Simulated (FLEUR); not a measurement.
Runs of FLEUR MaX-R8.1 (later development tree) on NiMoIrPdW. It takes space group P-3m1 (No. 164, trigonal). The conventional cell has a = 2.771 Å, b = 2.771 Å, c = 22.020 Å, α = 90.00°, β = 90.00°, γ = 120.00°. Ni (site symmetry 3m) has 3 Mo at 2.55 Å and 3 Pd at 2.65 Å and 6 Ni at 2.77 Å as nearest neighbours. Mo (site symmetry 3m) has 3 Ni at 2.55 Å and 3 Ir at 2.76 Å and 6 Mo at 2.77 Å as nearest neighbours. Around Pd (site symmetry 3m) lie 3 Ni at 2.65 Å and 9 Pd at 2.77 to 2.84 Å. Ir (site symmetry 3m) has 3 Mo at 2.76 Å and 3 W at 2.77 Å and 6 Ir at 2.77 Å as nearest neighbours. W (site symmetry 3m) has 3 Ir at 2.77 Å and 9 W at 2.77 to 2.93 Å as nearest neighbours. The cell was built by a generator and needn't be a form met in nature.

```csv
U,gap on the mesh (eV),moment (μB)
"Ir d U = 2 eV, Mo d U = 2 eV, Ni d U = 2 eV",none,(a)
"Ir d U = 4 eV, Mo d U = 4 eV, Ni d U = 4 eV",none,1.50
"Ir d U = 0.0 eV, Mo d U = 0.0 eV, Ni d U = 0.0 eV",none,0.00
"Ir d U = 6 eV, Mo d U = 6 eV, Ni d U = 6 eV",none,1.46
```

Alike in all rows: task single point; level PBE+U; potentials or basis all-electron, FLAPW; spin collinear, ferromagnetic start; cell as given; k mesh 7 × 7 × 1; smearing fermi-dirac 0.05 eV; kmax 4.78 1/bohr; the mesh is coarse, so values aren't converged.

Q: Estimate the missing entries.

A: (a) 0.99.

Caveats: all runs use coarse meshes; the U is typed as a test and isn't derived for this compound.

A k mesh can miss the band edges, and the runs leave out spin-orbit coupling on Ir, Mo, Pd, W.

A gap of «none» marks a metal or a gap under the smearing width.
